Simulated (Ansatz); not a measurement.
Predict the output of the script below (Ansatz 0.2.0 through its Python package).

The script, `ch6gessi_methods.py`:
```python
"""CH6GeSSi at several levels of theory."""

from dataclasses import dataclass
import logging
import sys

import ansatz

logging.basicConfig(stream=sys.stdout, format="%(name)s: %(message)s")
log = logging.getLogger("calc")
log.setLevel(logging.INFO)


@dataclass(frozen=True)
class Options:
    basis: str = "def2-SVP"


settings = Options()


def main() -> None:
    geometry_ang = [
        ("S", [-1.2834, 0.5798, -2.0863]),
        ("Ge", [-0.9254, 0.2277, 0.0477]),
        ("C", [0.4364, -1.1016, 0.181]),
        ("Si", [1.4351, 0.4297, 0.6549]),
        ("H", [-2.3309, 1.5559, -1.8032]),
        ("H", [-2.0773, -0.1576, 0.998]),
        ("H", [0.3444, -1.8045, 1.0429]),
        ("H", [0.8177, -1.5104, -0.7888]),
        ("H", [2.1522, 1.0688, -0.3679]),
        ("H", [1.5142, 0.6611, 2.1246]),
    ]
    system = ansatz.Crystal.molecule()
    for symbol, xyz in geometry_ang:
        system = system.atom(symbol, xyz)

    model = system.calculation().basis(gaussian=settings.basis)

    methods = ["mp2", "ccsd", "ccsd_t"]
    reports = [model.correlation(m).run(threads=1, pin="off").report for m in methods]
    log.info(f"Hartree-Fock reference {reports[0]['reference_energy_ev'] / 27.211386246:.6f} Ha")
    best = reports[-1]["free_energy_ev"] - reports[-1]["reference_energy_ev"]
    for method, each in zip(methods, reports):
        gained = each["free_energy_ev"] - each["reference_energy_ev"]
        log.info(f"{method:8s} total {each['free_energy_ev'] / 27.211386246:.6f} Ha  correlation {gained:9.4f} eV  ({100 * gained / best:.1f} % of the last)")


if __name__ == "__main__":
    main()
```

```console
$ python ch6gessi_methods.py
calc: Hartree-Fock reference -2802.623372 Ha
calc: mp2      total -2803.228971 Ha  correlation  -16.4792 eV  (89.8 % of the last)
calc: ccsd     total -2803.275333 Ha  correlation  -17.7408 eV  (96.7 % of the last)
calc: ccsd_t   total -2803.297882 Ha  correlation  -18.3544 eV  (100.0 % of the last)
```

Total energies depend on the basis set; only differences at equal settings carry meaning. The geometry is a force-field or estimated start, not a minimum of this method, and the basis set is short of its limit. A lower total doesn't mark the better method: functionals have no common bound, and MP2 and coupled cluster aren't variational. Inner cores stay frozen; a filled d shell under the valence of the heavier atoms is correlated with it. Wall time of the script: 30 s on 1 thread of Intel(R) Xeon(R) Platinum 8375C CPU @ 2.90GHz (Ice Lake), on a shared host, peak memory 0.55 GiB.

(Lines on the test bed's own set-up are left out of the output.)
